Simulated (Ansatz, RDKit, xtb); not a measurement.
# Isomers of C6H5ClO2, a sample narrowed down

Which of a sample of isomers of C6H5ClO2 is the most stable in the gas at 298.15 K, and what are its properties? The sample is small against all isomers, and the most stable one of this formula need not be in it.

The funnel: GFN2-xTB relaxations, single points with a density functional, relaxations at B3LYP/def2-SVP, harmonic vibrations (at GFN2-xTB), and a last energy at a higher level. All values are calculated.

### 1 Candidates

Isomers were taken from a list of plausible structures; this is a sample, not all of them. That gives 7 candidates.

| label | SMILES | spin |
| --- | --- | --- |
| c064 | O=C1C(Cl)=C[C@@H]1/C=C\O | singlet |
| c106 | O=C/C=C1\CC(Cl)=C1O | singlet |
| c114 | O=CC[C@@H]1C=C(Cl)C1=O | singlet |
| c205 | O=C1C(Cl)=C[C@@H]1/C=C/O | singlet |
| c251 | O=C/C=C1/CC(Cl)=C1O | singlet |
| c325 | O=CCC1=CC(Cl)=C1O | singlet |
| c477 | O=CCC1=C(O)C(Cl)=C1 | singlet |

Candidates are built by distance geometry, with a force field where one applies, in up to four conformers (letters a to d).

Q: Predict the outcome of this search (final energies at CCSD(T)/def2-SVP + MP2/def2-TZVPP - MP2/def2-SVP).

| quantity | value |
| --- | --- |
| lowest structure found | O=CC[C@@H]1C=C(Cl)C1=O, singlet |
| next finalist | O=C/C=C1/CC(Cl)=C1O, singlet, 2.2 kcal/mol higher in G |
| share at equilibrium, among the finalists | 97.5 % |

The search ends on `O=CC[C@@H]1C=C(Cl)C1=O`. The margin, 2.2 kcal/mol, is modest. With 4 minima in the window unscreened, the next finalist need not be the second lowest, and margin and share hold for the finalists alone. HF/STO-3G, HF/def2-SVP and MP2/def2-SVP already put its bonding pattern lowest among the structures in one piece; GFN2-xTB, r2SCAN-D4/def2-SVP and B3LYP/def2-SVP favour the singlet O=C/C=C1/CC(Cl)=C1O. 4 minima inside the window were never screened. The search is not exhaustive (a finite list of starts, one conformer a finalist), so a lower isomer can't be ruled out. Only 7 drawn patterns were tried, so whole families of isomers are missing, and the result ranks only the part of this sample that was screened. The lowest isomer need not be the one that is made and kept in a bottle, which depends on barriers.
